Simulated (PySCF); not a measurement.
**MoOCl4: geometry, NMR shifts and electronic excitations**

Wanted: the NMR shifts and electronic excitations of MoOCl4 (`[O]=[Mo]([Cl])([Cl])([Cl])[Cl]`), by calculation.

Programs: PySCF 2.14.0, with density-fitted response routines of our own. Each step states its level of theory. These are calculated values for one molecule in the gas phase, unless marked as measured. Atoms count from 0, in the outputs and in this text.

## 1. Starting geometry

6 atoms, charge 0, multiplicity 1; geometry from: GFN2-xTB.

Bonds of the start (Å): Mo0–O1 1.64, Mo0–Cl2 2.26, Mo0–Cl3 2.26, Mo0–Cl4 2.26, Mo0–Cl5 2.26.

## 2. Relaxing the molecule at PBE0-D3(BJ)/def2-SVP

Job settings and geometry (Å):

```
{"job": {"xc": "PBE0", "basis": "def2-SVP", "d3": "d3bj", "grid": 1, "maxiter": 40, "kind": "geom"}, "charge": 0, "multiplicity": 1}
Mo     0.000090    -0.000500     0.131350
O      0.000180    -0.006190     1.774500
Cl     2.178820     0.013910    -0.476150
Cl    -0.012140     2.178970    -0.471270
Cl    -2.179220    -0.010480    -0.472580
Cl     0.012280    -2.175710    -0.485840
```

The program printed:

```text
step   0  E = -1983.09592497  max force = 0.011176
step   1  E = -1983.09762008  max force = 0.002724
step   2  E = -1983.09781411  max force = 0.004917
step   3  E = -1983.09787383  max force = 0.000586
step   4  E = -1983.09788151  max force = 0.000215
optimisation converged
```

Run time: 39 s. Hardware: 1 thread, shared host.

Step by step:

| step | energy from step 0 (eV) | largest force component (eV/Å) |
| --- | --- | --- |
| 0 | 0.0000 | 0.5747 |
| 1 | -0.0461 | 0.1401 |
| 2 | -0.0514 | 0.2528 |
| 3 | -0.0530 | 0.0301 |
| 4 | -0.0532 | 0.0111 |

Close pairs (by a distance rule), those that changed most:

| bond | before (Å) | after (Å) | change (Å) |
| --- | --- | --- | --- |
| Mo0–Cl5 | 2.261 | 2.290 | +0.029 |
| Mo0–Cl3 | 2.261 | 2.290 | +0.029 |
| Mo0–Cl4 | 2.261 | 2.290 | +0.029 |
| Mo0–Cl2 | 2.262 | 2.290 | +0.028 |
| Mo0–O1 | 1.643 | 1.634 | -0.009 |

The next job starts from the end point, and lists it.

| at the end point | value |
| --- | --- |
| point group (found at 0.08 Å tolerance) | C4v |
| rotational constants (GHz, main isotopes) | 1.202, 1.201, 0.731 |
| dipole moment (D) | 0.27 |

## 3. Shielding tensors: PBE0/def2-TZVP+pcSseg-1

Job settings and geometry (Å):

```
{"job": {"kind": "nmr", "xc": "PBE0", "basis": {"default": "pcSseg-1", "Mo": "def2-TZVP"}}, "charge": 0, "multiplicity": 1}
Mo     0.000107    -0.000225     0.095299
O     -0.000445    -0.008821     1.729208
Cl     2.223546     0.005332    -0.454120
Cl    -0.003386     2.224831    -0.446732
Cl    -2.223321    -0.001590    -0.454147
Cl     0.003508    -2.219527    -0.469499
```

With the program's defaults for keys left out, this is: GIAO PBE0/pcSseg-1 Mo:def2-TZVP NMR shielding, scalar relativity only through core potentials, gas phase.

The program printed:

```text
coarse grid: 38616 points
cycle   1  E = -1983.4457767563  dE = -6.223e+00  |g| = 1.042e+00  |ddm| = 4.427e+00
cycle   2  E = -1979.6409294217  dE =  3.805e+00  |g| = 4.495e+00  |ddm| = 2.469e+00
cycle   3  E = -1983.6455264190  dE = -4.005e+00  |g| = 2.511e-01  |ddm| = 2.043e+00
cycle   4  E = -1983.6557064893  dE = -1.018e-02  |g| = 1.266e-01  |ddm| = 3.472e-01
cycle   5  E = -1983.6575364865  dE = -1.830e-03  |g| = 6.937e-02  |ddm| = 1.101e-01
cycle   6  E = -1983.6586219077  dE = -1.085e-03  |g| = 2.124e-02  |ddm| = 6.745e-02
cycle   7  E = -1983.6587317822  dE = -1.099e-04  |g| = 3.918e-03  |ddm| = 1.699e-02
cycle   8  E = -1983.6587347138  dE = -2.932e-06  |g| = 6.625e-04  |ddm| = 2.710e-03
final grid: 72600 points
cycle   9  E = -1983.6588288365  dE =  4.021e-07  |g| = 1.704e-03  |ddm| = 1.571e-03
cycle  10  E = -1983.6588226719  dE =  6.165e-06  |g| = 6.069e-03  |ddm| = 3.636e-03
cycle  11  E = -1983.6588293016  dE = -6.630e-06  |g| = 5.555e-04  |ddm| = 2.829e-03
cycle  12  E = -1983.6588293719  dE = -7.031e-08  |g| = 1.547e-04  |ddm| = 5.660e-04
cycle  13  E = -1983.6588293775  dE = -5.622e-09  |g| = 3.269e-05  |ddm| = 1.364e-04
cycle  14  E = -1983.6588293778  dE = -2.892e-10  |g| = 3.914e-06  |ddm| = 3.537e-05
converged SCF energy = -1983.6588293778

GIAO shielding tensors (ppm)
atom      isotropic    diamagn.    paramagn.     s11        s22        s33       span
  0 Mo         nan         nan         nan        nan        nan        nan        nan
  1 O     -695.788     397.652   -1093.440  -1073.776  -1071.000     57.413   1131.189
  2 Cl     155.057    1146.315    -991.258   -251.419    247.335    469.253    720.672
  3 Cl     155.509    1146.317    -990.807   -251.314    248.623    469.220    720.534
  4 Cl     155.048    1146.314    -991.267   -251.414    247.018    469.539    720.953
  5 Cl     155.789    1146.316    -990.527   -249.369    248.215    468.522    717.892
```

It took 14 s on 1 thread, shared host.

The references, computed at this level on geometries of the same kind, shield at (ppm): 17O H2O 334.6, 35Cl HCl 943. Their shielding less the atom's gives the shift. The references are single molecules in the gas phase, so shifts against H2O, NH3, PH3, H3PO4 or CFCl3 are not on the usual liquid scales and can be off by tens of ppm. Atoms listed in one row are averaged.

| atoms | environment | σ (ppm) | δ (ppm) |
| --- | --- | --- | --- |
| O1 | oxygen bonded to Mo | -695.8 | 1030.3 |
| Cl2, Cl3, Cl4, Cl5 | chlorine bonded to Mo | 155 | 788 |

Atoms past Kr carry core potentials, so their printed shieldings have no meaning and are left out of the table.

The run also stored atomic charges by several schemes (e):

| atoms | Mulliken | ESP fit |
| --- | --- | --- |
| Mo0 | 0.78 | 0.53 |
| O1 | -0.28 | -0.14 |
| Cl2, Cl3, Cl4, Cl5 | -0.13 | -0.10 |

Mayer bond orders: Mo0–O1 2.12, Mo0–Cl2 1.16, Mo0–Cl3 1.16, Mo0–Cl4 1.16, Mo0–Cl5 1.16.

With diffuse functions Mulliken charges and Mayer bond orders lose their meaning; the other schemes are steadier.

## 4. Excited states and response: CAM-B3LYP/def2-SVPD

Job settings and geometry (Å):

```
{"job": {"kind": "uv", "xc": "CAM-B3LYP", "basis": "def2-SVPD", "ip": false, "nstates": 10}, "charge": 0, "multiplicity": 1}
Mo     0.000107    -0.000225     0.095299
O     -0.000445    -0.008821     1.729208
Cl     2.223546     0.005332    -0.454120
Cl    -0.003386     2.224831    -0.446732
Cl    -2.223321    -0.001590    -0.454147
Cl     0.003508    -2.219527    -0.469499
```

With the program's defaults for keys left out, this is: TDDFT CAM-B3LYP/def2-SVPD, vertical, gas phase, core orbitals frozen in the response.

The program printed:

```text
coarse grid: 38616 points
cycle   1  E = -1983.4841039500  dE = -7.523e+00  |g| = 1.186e+00  |ddm| = 4.044e+00
cycle   2  E = -1980.2412027344  dE =  3.243e+00  |g| = 4.234e+00  |ddm| = 4.232e+00
cycle   3  E = -1983.7573371500  dE = -3.516e+00  |g| = 2.350e-01  |ddm| = 3.230e+00
cycle   4  E = -1983.7604211349  dE = -3.084e-03  |g| = 2.168e-01  |ddm| = 4.908e-01
cycle   5  E = -1983.7705881037  dE = -1.017e-02  |g| = 5.121e-02  |ddm| = 2.723e-01
cycle   6  E = -1983.7712875363  dE = -6.994e-04  |g| = 9.491e-03  |ddm| = 6.803e-02
cycle   7  E = -1983.7713144981  dE = -2.696e-05  |g| = 2.086e-03  |ddm| = 1.387e-02
cycle   8  E = -1983.7713168298  dE = -2.332e-06  |g| = 6.887e-04  |ddm| = 5.670e-03
final grid: 72600 points
cycle   9  E = -1983.7712571627  dE = -9.714e-08  |g| = 1.226e-03  |ddm| = 2.895e-03
cycle  10  E = -1983.7712551405  dE =  2.022e-06  |g| = 3.567e-03  |ddm| = 3.388e-03
cycle  11  E = -1983.7712575019  dE = -2.361e-06  |g| = 1.412e-04  |ddm| = 2.564e-03
cycle  12  E = -1983.7712575109  dE = -8.962e-09  |g| = 7.873e-05  |ddm| = 2.548e-04
cycle  13  E = -1983.7712575143  dE = -3.399e-09  |g| = 6.982e-05  |ddm| = 2.592e-04
cycle  14  E = -1983.7712575162  dE = -1.875e-09  |g| = 6.008e-06  |ddm| = 1.234e-04
cycle  15  E = -1983.7712575162  dE = -1.182e-11  |g| = 1.647e-06  |ddm| = 1.152e-05
converged SCF energy = -1983.7712575162

Static polarisability (au): isotropic 109.808, principal 76.633 126.343 126.448

Singlet excitations
state   eV       nm        f      main configurations
  1   2.2730    545.5   0.00000   H->L 0.98
  2   2.5517    485.9   0.00000   H-3->L 1.00
  3   2.7523    450.5   0.02960   H-1->L 0.75, H-4->L 0.21
  4   2.7558    449.9   0.03009   H-2->L 0.76, H-5->L 0.20
  5   2.9040    426.9   0.01819   H-4->L 0.79, H-1->L 0.19
  6   2.9055    426.7   0.01788   H-5->L 0.79, H-2->L 0.19
  7   3.5175    352.5   0.00000   H-6->L 0.99
  8   3.8538    321.7   0.00052   H->L+1 0.98
  9   3.8582    321.4   0.00050   H->L+2 0.98
 10   4.1149    301.3   0.00557   H-8->L 0.91

Triplet excitations (Tamm-Dancoff, eV): 1.5870 2.2364 2.2370 2.4488
```

Wall time 25 s (1 thread, shared host).

The orbitals next to the gap, with their largest atomic shares:

| orbital | eV | atoms |
| --- | --- | --- |
| HOMO−3 | -11.07 | Cl4 25 %, Cl2 25 %, Cl5 25 % |
| HOMO−2 | -11.00 | Cl2 37 %, Cl4 37 %, Cl5 11 % |
| HOMO−1 | -11.00 | Cl3 37 %, Cl5 36 %, Cl4 11 % |
| HOMO | -10.30 | Cl5 25 %, Cl4 25 %, Cl2 25 % |
| LUMO | -4.94 | Mo0 65 %, Cl2 8 %, Cl4 8 % |
| LUMO+1 | -3.02 | Mo0 57 %, O1 26 %, Cl4 8 % |
| LUMO+2 | -3.02 | Mo0 57 %, O1 26 %, Cl5 8 % |

With each of the 10 states as a Gaussian band of 0.4 eV half-width at 1/e, the curve within the window shown has maxima at 441 nm (ε 3,800), 304 nm (ε 250) L/(mol cm). Beyond the last state computed it falls off for lack of states. The curve at chosen wavelengths:

(nm, ε (L/mol/cm)): (281, 134), (299, 248), (318, 214), (336, 149), (355, 284), (373, 809), (391, 1747), (410, 2861), (428, 3584), (447, 3724), (465, 3332), (483, 2664), (502, 1913), (520, 1302), (539, 820), (557, 507), (575, 304), (594, 173), (612, 100), (631, 55), (649, 31), (667, 18), (686, 10), (704, 6), (723, 3), (741, 2)

Further results of this job:

| property | computed |
| --- | --- |
| dipole moment (D) | 0.07 |
| polarisability (Å³) | 16.27 |
| HOMO–LUMO gap (eV) | 5.36 |
| −ε(HOMO) (eV) | 10.30 |

## 5. NMR shieldings: B3LYP/def2-TZVP+pcSseg-1

Job settings and geometry (Å):

```
{"job": {"kind": "nmr", "xc": "B3LYP", "basis": {"default": "pcSseg-1", "Mo": "def2-TZVP"}, "pop": false}, "charge": 0, "multiplicity": 1}
Mo     0.000107    -0.000225     0.095299
O     -0.000445    -0.008821     1.729208
Cl     2.223546     0.005332    -0.454120
Cl    -0.003386     2.224831    -0.446732
Cl    -2.223321    -0.001590    -0.454147
Cl     0.003508    -2.219527    -0.469499
```

Method: GIAO B3LYP/pcSseg-1 Mo:def2-TZVP NMR shielding, scalar relativity only through core potentials, gas phase.

The program printed:

```text
coarse grid: 38616 points
cycle   1  E = -1984.1978386438  dE = -6.143e+00  |g| = 1.126e+00  |ddm| = 4.372e+00
cycle   2  E = -1979.3874085527  dE =  4.810e+00  |g| = 4.870e+00  |ddm| = 2.708e+00
cycle   3  E = -1984.4249365418  dE = -5.038e+00  |g| = 3.157e-01  |ddm| = 2.302e+00
cycle   4  E = -1984.4419401899  dE = -1.700e-02  |g| = 1.354e-01  |ddm| = 4.383e-01
cycle   5  E = -1984.4450044521  dE = -3.064e-03  |g| = 4.987e-02  |ddm| = 1.303e-01
cycle   6  E = -1984.4455672605  dE = -5.628e-04  |g| = 1.785e-02  |ddm| = 4.384e-02
cycle   7  E = -1984.4456119307  dE = -4.467e-05  |g| = 1.004e-02  |ddm| = 1.337e-02
cycle   8  E = -1984.4456304107  dE = -1.848e-05  |g| = 3.954e-03  |ddm| = 7.997e-03
cycle   9  E = -1984.4456335205  dE = -3.110e-06  |g| = 8.954e-04  |ddm| = 3.148e-03
final grid: 72600 points
cycle  10  E = -1984.4458245693  dE =  1.578e-06  |g| = 3.138e-03  |ddm| = 2.461e-03
cycle  11  E = -1984.4457965223  dE =  2.805e-05  |g| = 1.282e-02  |ddm| = 7.316e-03
cycle  12  E = -1984.4458262644  dE = -2.974e-05  |g| = 6.491e-04  |ddm| = 5.887e-03
cycle  13  E = -1984.4458263771  dE = -1.128e-07  |g| = 1.258e-04  |ddm| = 7.874e-04
cycle  14  E = -1984.4458263805  dE = -3.342e-09  |g| = 4.937e-05  |ddm| = 1.200e-04
cycle  15  E = -1984.4458263811  dE = -6.016e-10  |g| = 7.979e-06  |ddm| = 4.947e-05
converged SCF energy = -1984.4458263811

GIAO shielding tensors (ppm)
atom      isotropic    diamagn.    paramagn.     s11        s22        s33       span
  0 Mo         nan         nan         nan        nan        nan        nan        nan
  1 O     -680.455     398.949   -1079.404  -1044.534  -1041.819     44.988   1089.522
  2 Cl     114.407    1146.853   -1032.446   -292.844    202.560    433.505    726.349
  3 Cl     114.952    1146.854   -1031.902   -292.638    203.980    433.515    726.154
  4 Cl     114.388    1146.853   -1032.464   -292.845    202.220    433.789    726.634
  5 Cl     115.231    1146.854   -1031.624   -290.678    203.569    432.801    723.480
```

It took 14 s on 1 thread, shared host.

This run: δ O1 1014.5, Cl2 816 ppm (means over like atoms).

## 6. Side by side: NMR shifts

Shifts (ppm), means over like atoms, with basis size and wall time:

| run | O1 | Cl2 | functions | time |
| --- | --- | --- | --- | --- |
| PBE0/def2-TZVP+pcSseg-1 | 1030.3 | 788 | 153 | 14 s |
| B3LYP/def2-TZVP+pcSseg-1 | 1014.5 | 816 | 153 | 14 s |

## 7. Summary of results

| quantity | value |
| --- | --- |
| point group | C4v |
| rotational constants (main isotopes) | 1.20, 1.20, 0.73 GHz |
| 17O shifts against H2O (PBE0/def2-TZVP+pcSseg-1) | 1030.3 ppm |
| 35Cl shifts against HCl (PBE0/def2-TZVP+pcSseg-1, means over atoms taken as alike) | 788 ppm |
| lowest singlet (CAM-B3LYP/def2-SVPD) | 2.27 eV (545 nm), f = 0.000 |
| brightest single state of those computed | state 4, 2.76 eV, f = 0.030 |
| lowest triplet | 1.59 eV |
| range of the shift of Cl2 | 788 to 816 ppm |

**Reading.** The optimisation took 4 steps and gained 0.053 eV; among the close pairs (by a distance rule), Mo0–Cl5 changed most, from 2.261 to 2.290 Å. No frequency check was run at this level, so the end point may be a saddle. At PBE0/def2-TZVP+pcSseg-1: The largest span, 1131 ppm, is at O1, where the paramagnetic term is -1093 ppm. The lowest singlet, at 2.27 eV, is HOMO→LUMO 0.98 and is dark; of the 10 states computed, the strongest absorption comes from states 3 to 4 together at 2.76 eV. State 3 absorbs in the visible (450 nm). The lowest triplet lies 0.69 eV below the lowest singlet (triplets in Tamm-Dancoff, singlets in full TDDFT). In ppm, Cl2 (with its like atoms) moves most: its shift spreads over 28 ppm, from 788 (PBE0/def2-TZVP+pcSseg-1) to 816 (B3LYP/def2-TZVP+pcSseg-1). Spin-orbit coupling is left out, which matters for shieldings and couplings at and beside the heavy atoms.
